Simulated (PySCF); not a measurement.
# [Nd(HCN)]3+: other functionals and bases at one geometry

The task here is to estimate one member of a computed series from the others.

Computed with PySCF 2.14.0. Level: several levels, as the steps say, no spin–orbit coupling.

1 further run of the same task is left out (for a known fault of the program).

## The system as given

4 atoms, charge 3, spin multiplicity 1.

Bond lengths: Nd1–N2 2.282 Å, N2–C3 1.166 Å, C3–H4 1.115 Å. Angles: Nd1–N2–C3 180.0°, N2–C3–H4 180.0°.

Coordinates:

```
Nd    0.00000    0.00000   -0.29738
N     0.00000    0.00000    1.98446
C     0.00000    0.00000    3.15043
H     0.00000    0.00000    4.26534
```

Formal oxidation states: Nd +3. Each metal's 3 4f electrons lie in its core potential, so multiplicities, spins and levels count the valence alone. An earlier session relaxed this geometry at PBE0, Nd lcecp-1-SVP with ECP49, N def2-SVP, C def2-SVP, H def2-SVP (singlet, point group C∞v).

At PBE0 on the finer grid: E = -125.872497 Eh, HOMO -26.77 eV, LUMO -19.74 eV, Mulliken charge on Nd1 +2.52 e, largest force component 0.022 eV/Å. 

Levels to run: BP86; B3LYP; PBE0, TZVP. Hardware: 2 threads of Intel Xeon at 2.50GHz (Skylake/Cascade Lake), shared host.

Set-up of the first run:

Input file run.py (the lines that set the calculation):

```python
mol = gto.M(atom='''
Nd     0.00000     0.00000    -0.29738
N      0.00000     0.00000     1.98446
C      0.00000     0.00000     3.15043
H      0.00000     0.00000     4.26534''',
    basis={'Nd': 'lcecp-1-SVP', 'N': 'def2-SVP', 'C': 'def2-SVP', 'H': 'def2-SVP'},
    ecp={'Nd': 'lcecp-1-SVP'},
    charge=3, spin=0)
mf = dft.RKS(mol, xc='B88,P86')
mf.grids.atom_grid = (75, 302)  # f atoms: unpruned, at least (60, 302)
mf = mf.density_fit()  # fitting sets: Nd AutoAux, N def2-universal-JKFIT, C def2-universal-JKFIT, H def2-universal-JKFIT
mf.conv_tol = 1e-08; mf.max_cycle = 55
mf.kernel(dm0)  # dm0: the density of the relaxed state
```

The run is started by

```bash
> OMP_NUM_THREADS=2 python run.py
```

Among the steps run: BP86; B3LYP; PBE0, TZVP.

One of the session's tables, all rows but one given; the rest of the session is left out.

| level | HOMO (eV) | gap (eV) | charge on Nd1 (e) | dipole (D) | largest force component (eV/Å) |
| --- | --- | --- | --- | --- | --- |
| PBE0 (relaxed here) | -26.77 | 7.04 | 2.52 | 4.11 | 0.02 |
| BP86 | -25.61 | 4.91 | 2.46 | 4.39 | 1.47 |
| B3LYP | -26.50 | 6.40 | 2.49 | 4.18 | 0.27 |
| PBE0, TZVP | ? | ? | ? | ? | ? |

Estimate the missing values for PBE0, TZVP.

**Answer.** HOMO (eV): -26.68; gap (eV): 6.99; charge on Nd1 (e): 2.64; dipole (D): 4.18; largest force component (eV/Å): 0.89. In the column «HOMO (eV)» it lies between PBE0 (relaxed here) (-26.77) and B3LYP (-26.50).

The dipole of a charged species depends on the origin, so these sizes hold for this origin alone.

In one basis the HOMO–LUMO gap runs from 4.91 eV (BP86) to 7.04 eV (PBE0). The largest leftover force, 1.47 eV/Å with BP86, stands at a geometry relaxed at another level. With 4f in the core, its levels are missing from HOMO and gap, and its count is fixed, so no charge can pass from the ligands into it. Total energies of different levels can't be compared.
